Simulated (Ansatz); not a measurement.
# Al2Ga3N5: the cost of one run

Method: DFT PBE, scalar-relativistic, plane waves, PAW, in Ansatz 0.2.0.

## Step 1: The structure to begin with

The structure is tetragonal, space group I4/mmm (No. 139). Conventional cell: a = 3.395 Å, b = 3.395 Å, c = 24.004 Å, α = 90.00°, β = 90.00°, γ = 90.00°. Al (site symmetry 4mm) has 6 N at 2.40 Å as nearest neighbours. Around Ga (site symmetry 4mm) lie 6 N at 2.40 Å. Ga (site symmetry 4/mmm) has 6 N at 2.40 Å as nearest neighbours. Around N (site symmetry 4mm) lie 2 Ga at 2.40 Å and 4 Al at 2.40 Å. N (site symmetry 4/mmm) is surrounded by 2 Al at 2.40 Å and 4 Ga at 2.40 Å. N (site symmetry 4mm) is surrounded by 1 Al at 2.40 Å and 5 Ga at 2.40 Å.

Coordinates:

```xyz
10
Lattice="-1.6973 1.6973 12.0021 1.6973 -1.6973 12.0021 1.6973 1.6973 -12.0021" Properties=species:S:1:pos:R:3 pbc="T T T"
Al    0.0000    0.0000    9.6017
Al    0.0000    0.0000   14.4025
Ga    0.0000    0.0000   19.2033
Ga    0.0000    0.0000    0.0000
Ga    0.0000    0.0000    4.8008
N     0.0000    0.0000   21.6037
N     0.0000    0.0000   12.0021
N     0.0000    0.0000    2.4004
N     0.0000    0.0000   16.8029
N     0.0000    0.0000    7.2012
```

The start is an ordering of an alloy on its end members' structure types: elements ordered on the sites of the AlN type, Al/Ga on Al (I4/mmm, No. 139).

## Step 2: The guess as it stands, on a coarse mesh

input.yaml

```yaml
crystal:
  lattice:
    - [-1.69734996, 1.69734996, 12.00207664]
    - [1.69734996, -1.69734996, 12.00207664]
    - [1.69734996, 1.69734996, -12.00207664]
  atoms:
    - { symbol: Al, position: [0.4, 0.4, 0.0] }
    - { symbol: Al, position: [0.6, 0.6, 0.0] }
    - { symbol: Ga, position: [0.8, 0.8, 0.0] }
    - { symbol: Ga, position: [0.0, 0.0, 0.0] }
    - { symbol: Ga, position: [0.2, 0.2, 0.0] }
    - { symbol: "N", position: [0.9, 0.9, 0.0] }
    - { symbol: "N", position: [0.5, 0.5, 0.0] }
    - { symbol: "N", position: [0.1, 0.1, 0.0] }
    - { symbol: "N", position: [0.7, 0.7, 0.0] }
    - { symbol: "N", position: [0.3, 0.3, 0.0] }
basis:
  ecutwfc: 420
kpoints:
  mp_grid: { grid: [8, 8, 8] }
hamiltonian:
  xc: pbe
scf:
  occupations: { method: gaussian, width: 0.1 }
  lower_state_search: "off"
output:
  forces: true
  stress: true
  eigenvalues: true
```

On the command line:

```
ansatz run input.yaml --threads 4 --pin off --max-ram 8192MiB --backend cpu --events-out ev --progress --plain --runs-dir out
```

What time and memory should one allow on 4 threads of Intel Xeon at 2.50GHz (Skylake/Cascade Lake), shared host?

About 13 s, with a peak of 0.67 GiB.
